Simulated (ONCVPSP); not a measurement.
# An ONCV potential for antimony, from input to tests

Do these settings give a usable potential? It is generated, then checked for transferability, scattering, ghosts and hardness.

The numbers are computed with ONCVPSP 4.0.1.1 (patched build) (PBE, scalar-relativistic, spin-unpolarised reference atom).

## (1) Settings

The settings as typed:

- element: antimony (Sb, Z = 51)
- type: optimised norm-conserving Vanderbilt (ONCV)
- frozen core: [Ar] 3d10
- valence charge: 23
- reference configuration: 4s2 4p6 4d10 5s1 5p4
- partial waves: 4s+5s: rc 1.32 bohr, ncon 4, nbas 9, qcut 10.5 1/bohr, 2 projectors; 4p+5p: rc 1.50 bohr, ncon 5, nbas 9, qcut 9.7 1/bohr, 2 projectors; 4d: rc 1.68 bohr, ncon 3, nbas 8, qcut 13.5 1/bohr, 2 projectors, debl 1 Ha
- local potential: polynomial inside 0.90 bohr (lpopt 5, dvloc0 6 Ha)
- core correction: not asked for

The outer shells as boxes (Hund's rule for the drawing; the calculation is spin-unpolarised):

```
[Ar] core
3d [↑↓][↑↓][↑↓][↑↓][↑↓]
4s [↑↓]
4p [↑↓][↑↓][↑↓]
4d [↑↓][↑↓][↑↓][↑↓][↑↓]
5s [↑ ]
5p [↑↓][↑ ][↑ ]
```

An earlier all-electron run gives the scale for the radii.

All-electron outer shells of the reference configuration (PBE, scalar-relativistic, ld1.x):

| shell | level (eV) | outermost node (bohr) | outermost maximum (bohr) |
| --- | --- | --- | --- |
| 3p | -751.87 | 0.13 | 0.29 |
| 3d | -517.34 | – | 0.24 |
| 4s | -150.30 | 0.39 | 0.73 |
| 4p | -103.25 | 0.39 | 0.76 |
| 4d | -34.91 | 0.38 | 0.84 |
| 5s | -13.62 | 0.95 | 1.88 |
| 5p | -5.41 | 1.04 | 2.32 |

## (2) Generation

The input, Sb.dat:

```
# ATOM AND REFERENCE CONFIGURATION
# atsym  z   nc   nv     iexc    psfile
  Sb 51.00    6    5        4      upf
#
#   n    l    f
    1    0    2.00
    2    0    2.00
    2    1    6.00
    3    0    2.00
    3    1    6.00
    3    2   10.00
    4    0    2.00
    4    1    6.00
    4    2   10.00
    5    0    1.00
    5    1    4.00
#
# PSEUDOPOTENTIAL AND OPTIMIZATION
# lmax
    2
#
#   l,   rc,      ep,       ncon, nbas, qcut
    0    1.32    0.00    4    9   10.50
    1    1.50    0.00    5    9    9.70
    2    1.68    0.00    3    8   13.50
#
# LOCAL POTENTIAL
# lloc, lpopt,  rc(5),   dvloc0
    4    5    0.90    6.00
#
# VANDERBILT-KLEINMAN-BYLANDER PROJECTORs
# l, nproj, debl
    0    2    2.00
    1    2    1.90
    2    2    1.00
#
# MODEL CORE CHARGE
# icmod, fcfact, rcfact
    0    0.00    0.00
#
# LOG DERIVATIVE ANALYSIS
# epsh1, epsh2, depsh
   -7.00    5.00    0.04
#
# OUTPUT GRID
# rlmax, drl
    6.00    0.01
#
# TEST CONFIGURATIONS
# ncnf
    4
# nvcnf
#   n    l    f
    5
    4    0    2.00
    4    1    6.00
    4    2   10.00
    5    0    2.00
    5    1    3.00
#
    5
    4    0    2.00
    4    1    6.00
    4    2   10.00
    5    0    2.00
    5    1    2.00
#
    5
    4    0    2.00
    4    1    6.00
    4    2   10.00
    5    0    2.00
    5    1    1.00
#
    5
    4    0    1.00
    4    1    6.00
    4    2   10.00
    5    0    2.00
    5    1    3.00
#
```

The run is started by

```sh
oncvpsp.x < Sb.dat > Sb.out
```

What does the calculation give? Wanted: cutoffs for 1 and 0.1 mHa per electron, occupied waves; bound ghosts; GHOST(+) flags; largest test error; largest phase difference near zero energy, channels read; projector energies reset by the program.

**Answer**, as computed:

| quantity | value |
| --- | --- |
| cutoffs for 1 and 0.1 mHa per electron, occupied waves | 45 Ha and 53 Ha |
| bound ghosts | none found |
| GHOST(+) flags | s at 346 eV |
| largest test error (AE − PS) | -213 meV, for 4s1 4p6 4d10 5s2 5p3 |
| largest phase difference near zero energy, channels read | 0.000 rad |
| projector energies reset by the program | d: -1.283, 0.250 Ha |

What this shows: By total energies transferability is fair for so large an energy: the largest error is 213 meV on 149.3 eV, for 4s1 4p6 4d10 5s2 5p3. That test lies far up in energy; among those under 40 eV, nearer to bonding, the largest error is 4.7 meV. By its cutoff, 45 Ha for the looser tolerance, it is hard. At the looser tolerance the 4d wave is the slowest; 4s needs 38 Ha. The program's ghost test flags no bound state. Near zero energy the phases of the channels with partial waves agree within 0.001 rad. The program also flags highly localised states, GHOST(+) (s). All of this concerns the isolated atom, not yet a solid.
